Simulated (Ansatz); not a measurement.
# GaBHS+ (triplet): the correlation ladder, cc-pVDZ

One table from this session's results is given with a row withheld; the runs are named, their logs left out.

The runs use Ansatz 0.2.0, Gaussian basis; cc-pVDZ, core rule «outside noble gas», up to 20 orbitals frozen.

The runs, in order: UHF; CCSD(T) on ROHF; CCSD(T) on UHF; BCCD(T) on ROHF; CISD; CCSDT(Q) on ROHF; CCSDT(Q) on UHF.

28 further runs of the same task are left out: 3 for a known fault of the program, 8 that didn't finish, 17 set aside as unsound or not needed.

### The system

The geometry is a PBE0/def2-TZVP stationary point (not a proven minimum) of the parent state, kept for this charge and spin. No spin-orbit coupling is included. The filled d shell of Ga may be among the frozen orbitals whatever the setting's name suggests; the logs give the count.

4 atoms, charge 1, spin multiplicity 3.

Atoms are counted from 1 here; the program's logs count them from 0.

Bond lengths: B1–Ga2 2.008 Å, B1–H4 1.186 Å, Ga2–S3 2.014 Å. Angles: Ga2–B1–H4 145.7°, B1–Ga2–S3 174.3°.

Geometry (Å):

```xyz
4
BGaHS
B     0.0000   -0.2258    1.2452
Ga    0.0000   -0.0526   -0.7550
S     0.0000   -0.0775   -2.7690
H     0.0001    0.3559    2.2788
```

The first run:

Contents of in.yaml:

```yaml
crystal:
  periodic: [false, false, false]
  atoms:
    - {symbol: B, position_ang: [0.000003, -0.225787, 1.245205]}
    - {symbol: Ga, position_ang: [-0.000047, -0.052629, -0.755042]}
    - {symbol: S, position_ang: [-0.000012, -0.077517, -2.768972]}
    - {symbol: H, position_ang: [0.000056, 0.355934, 2.278809]}
basis:
  gaussian: {orbitals: cc-pVDZ}
total_charge: 1
magnetization: {spin_polarized: true, initial_magnetization: 2}
hamiltonian: {xc: hf}
output: {orbitals: {seedname: orbitals}}
```

Command:

```
$ ansatz run in.yaml --threads 1 --pin off --events-out ev --progress --plain --max-ram 2393MiB
```

Steps of the session up to this table: UHF; CCSD(T) on ROHF; CCSD(T) on UHF; BCCD(T) on ROHF; CISD; CCSDT(Q) on ROHF; CCSDT(Q) on UHF.

One table of the session follows, with a row left open; its other results are not shown here.

```
   method  from UCCSDT(Q) (meV)
     ROHF               +6639.4
      UHF               +6452.6
     RMP2               +1294.4
     UMP2               +1309.9
    RCCSD                     ?
    UCCSD                +237.2
 RCCSD(T)                 +58.4
 UCCSD(T)                 +57.5
  BCCD(T)                 +58.0
   RCCSDT                 +15.7
   UCCSDT                 +14.4
RCCSDT(Q)                  +2.1
UCCSDT(Q)                     0
```

Estimate the missing values for RCCSD.

As computed: from UCCSDT(Q) (meV): +242.8. In the column «from UCCSDT(Q) (meV)» it lies between UCCSD (+237.2) and RMP2 (+1294.4).

Not comparable, so not listed: CISD (they don't share determinant, frozen orbitals or solution with the rows shown, or repeat one).

Limits of these values: Restricted and unrestricted rows rest on different reference determinants; where their highest levels disagree by more than a few hundredths of an eV, they describe different states and don't form one ladder.
